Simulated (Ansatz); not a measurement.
# Si2N: the cost of one run

Program: Ansatz 0.2.0. Level of theory: DFT PBE, scalar-relativistic, plane waves, PAW, unless a step names another level. These are calculated values, not measurements.

## (1) The starting structure

Symmetry: Pnma, No. 62, orthorhombic system. Conventional cell: a = 7.299 Å, b = 2.805 Å, c = 8.182 Å, α = 90.00°, β = 90.00°, γ = 90.00°. Si (site symmetry m) has 1 N at 1.74 Å as nearest neighbours. Si (site symmetry m) has 2 N at 1.78 Å as nearest neighbours. N (site symmetry m) has 3 Si at 1.74 to 1.78 Å as nearest neighbours.

Structure file:

```xyz
12
Lattice="7.2991 0.0000 0.0000 0.0000 2.8047 0.0000 0.0000 0.0000 8.1820" Properties=species:S:1:pos:R:3 pbc="T T T"
Si    0.9068    2.1035    7.7507
Si    4.5563    2.1035    4.5223
Si    6.3923    0.7012    0.4313
Si    2.7427    0.7012    3.6597
Si    0.6877    0.7012    4.9220
Si    6.6114    2.1035    3.2600
Si    2.9619    2.1035    0.8310
Si    4.3372    0.7012    7.3510
N     0.7708    2.1035    6.0205
N     4.4204    2.1035    6.2525
N     6.5283    0.7012    2.1615
N     2.8787    0.7012    1.9295
```

It came out lowest among 35 distinct ends of the trial cells. At a tolerance of 0.05 Å it has space group Pnma (No. 62).

## (2) Relaxing to 0.001 eV/Å, on the response runs' mesh and smearing

File input.yaml:

```yaml
crystal:
  lattice:
    - [7.2990711228, 0.0, 0.0]
    - [0.0, 2.8046801797, 0.0]
    - [0.0, 0.0, 8.1820037851]
  atoms:
    - { symbol: Si, position: [0.1242333449, 0.75, 0.947282881] }
    - { symbol: Si, position: [0.6242333449, 0.75, 0.552717119] }
    - { symbol: Si, position: [0.8757666551, 0.25, 0.052717119] }
    - { symbol: Si, position: [0.3757666551, 0.25, 0.447282881] }
    - { symbol: Si, position: [0.0942133184, 0.25, 0.6015658609] }
    - { symbol: Si, position: [0.9057866816, 0.75, 0.3984341391] }
    - { symbol: Si, position: [0.4057866816, 0.75, 0.1015658609] }
    - { symbol: Si, position: [0.5942133184, 0.25, 0.8984341391] }
    - { symbol: "N", position: [0.1056047976, 0.75, 0.7358222916] }
    - { symbol: "N", position: [0.6056047976, 0.75, 0.7641777084] }
    - { symbol: "N", position: [0.8943952024, 0.25, 0.2641777084] }
    - { symbol: "N", position: [0.3943952024, 0.25, 0.2358222916] }
basis:
  ecutwfc: 420
kpoints:
  mp_grid: { grid: [4, 12, 4] }
hamiltonian:
  xc: pbe
scf:
  occupations: { method: gaussian, width: 0.1 }
output:
  forces: true
  stress: true
  eigenvalues: true
relax:
  adjacent_minimum: "off"
  f_tol: 0.001
  max_steps: 60
  cell: { stress_tol: 0.01 }
```

Command:

```console
ansatz run input.yaml --threads 3 --pin off --max-ram 7680MiB --backend cpu --events-out ev --progress --plain --runs-dir out
```

**Question.** How long does this run take on 3 threads of AMD EPYC 9R45 (Zen 5), shared host, and how much memory does it need?

About 15 s, with a peak of 0.69 GiB.
